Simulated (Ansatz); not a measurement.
# C₂H₆O₂Si: up Jacob's ladder to CCSD(T)

Aim: compute C₂H₆O₂Si with functionals from several rungs and with coupled cluster. The yardstick is the atomisation energy at the CCSD(T) limit.

Program: Ansatz 0.2.0, Gaussian basis. Level of theory: functionals in def2-TZVPP, the program's frozen cores in correlated methods. These are calculated values, not measurements.

The runs, in order: PBE-D4, r2SCAN-D4, PBE0-D4, B3LYP-D4, ωB97X-V, ωB97M-V, B2PLYP; CCSD(T)/def2-TZVPP; MP2/def2-QZVPP; extrapolation to the limit.

### Step 1. The geometry

All runs share one geometry, relaxed beforehand with PBE0-D4 in a triple-zeta def2 set.

SMILES `O=C(O)C[SiH3]`, 11 atoms, charge 0, spin multiplicity 1.

Atoms are counted from 1 here; the program's logs count them from 0.

Bond lengths: O1–C2 1.203 Å, C2–O3 1.343 Å, C2–C4 1.496 Å, O3–H6 0.968 Å, C4–Si5 1.886 Å, C4–H7 1.095 Å, C4–H8 1.095 Å, Si5–H9 1.488 Å, Si5–H10 1.483 Å, Si5–H11 1.483 Å. Angles: O1–C2–O3 122.3°, O1–C2–C4 125.0°, O3–C2–C4 112.7°, C2–O3–H6 106.6°, C2–C4–Si5 111.8°, C2–C4–H7 108.8°, C2–C4–H8 108.8°, Si5–C4–H7 110.9°, Si5–C4–H8 111.0°, H7–C4–H8 105.3°, C4–Si5–H9 107.5°, C4–Si5–H10 110.6°, C4–Si5–H11 110.6°, H9–Si5–H10 108.8°, H9–Si5–H11 108.8°, H10–Si5–H11 110.5°.

As a file:

```xyz
11
C2H6O2Si
O     0.98245    0.44501    1.48538
C     0.03361    0.84227    0.86126
O    -0.64850    1.94363    1.21643
C    -0.51814    0.19323   -0.36906
Si    0.45238   -1.35410   -0.84004
H    -0.22149    2.28890    2.01353
H    -0.51144    0.92280   -1.18510
H    -1.57375   -0.04209   -0.20055
H    -0.17488   -1.92001   -2.06535
H     1.86385   -1.01306   -1.13927
H     0.38141   -2.36359    0.24347
```

### Step 2. PBE-D4 (GGA)

Input file in.yaml:

```yaml
crystal:
  periodic: [false, false, false]
  atoms:
    - {symbol: O, position_ang: [0.982452, 0.445012, 1.485380]}
    - {symbol: C, position_ang: [0.033609, 0.842272, 0.861262]}
    - {symbol: O, position_ang: [-0.648501, 1.943634, 1.216433]}
    - {symbol: C, position_ang: [-0.518139, 0.193226, -0.369060]}
    - {symbol: Si, position_ang: [0.452384, -1.354095, -0.840044]}
    - {symbol: H, position_ang: [-0.221489, 2.288904, 2.013528]}
    - {symbol: H, position_ang: [-0.511439, 0.922796, -1.185096]}
    - {symbol: H, position_ang: [-1.573749, -0.042093, -0.200554]}
    - {symbol: H, position_ang: [-0.174884, -1.920006, -2.065346]}
    - {symbol: H, position_ang: [1.863846, -1.013059, -1.139269]}
    - {symbol: H, position_ang: [0.381412, -2.363593, 0.243467]}
basis:
  gaussian: {orbitals: def2-TZVPP}
hamiltonian: {xc: pbe, dispersion: d4}
output: {forces: true, orbitals: {seedname: orbitals}}
```

Run with:

```
> ansatz run in.yaml --threads 4 --pin off --events-out ev --progress --plain --max-ram 10444MiB
```

Further steps of the session: r2SCAN-D4 (meta-GGA); PBE0-D4 (hybrid); B3LYP-D4 (hybrid); ωB97X-V (range-separated); ωB97M-V (range-separated); B2PLYP (double hybrid); CCSD(T) in def2-TZVPP; MP2 in def2-QZVPP.

**Question.** What will the summary of the whole plan be? Wanted: atomisation energy, CCSD(T)/CBS; farthest; mean size of error, hybrid; mean size of error, range-separated; gap, smallest and largest; T1 diagnostic; triples share of the correlation energy.

The runs gave:

| quantity | value |
| --- | --- |
| atomisation energy, CCSD(T)/CBS | 4232.2 kJ/mol |
| functionals within 21.2 kJ/mol (0.5 %) | r2SCAN-D4, PBE0-D4, B3LYP-D4, ωB97X-V, ωB97M-V |
| farthest | PBE-D4 (+94.8 kJ/mol) |
| mean size of error, hybrid | 5.4 kJ/mol |
| mean size of error, range-separated | 16.1 kJ/mol |
| gap, smallest and largest | 5.49 eV (PBE-D4), 13.19 eV (ωB97X-V) |
| T1 diagnostic | 0.0144 |
| triples share of the correlation energy | 3.9 % |

**Reading.** PBE-D4 is off by +94.8 kJ/mol. Double hybrids carry the basis error of their MP2 part in triple zeta, and no dispersion term here, so their miss is partly the set-up's. Misses under about 21.2 kJ/mol are within the doubt on the reference itself, which lacks core-valence correlation, relativity and higher excitations. Hartree-Fock recovers 71 % of the binding; the rest is correlation. Orbital gaps span 5.5 to 13.2 eV; exact exchange widens them.
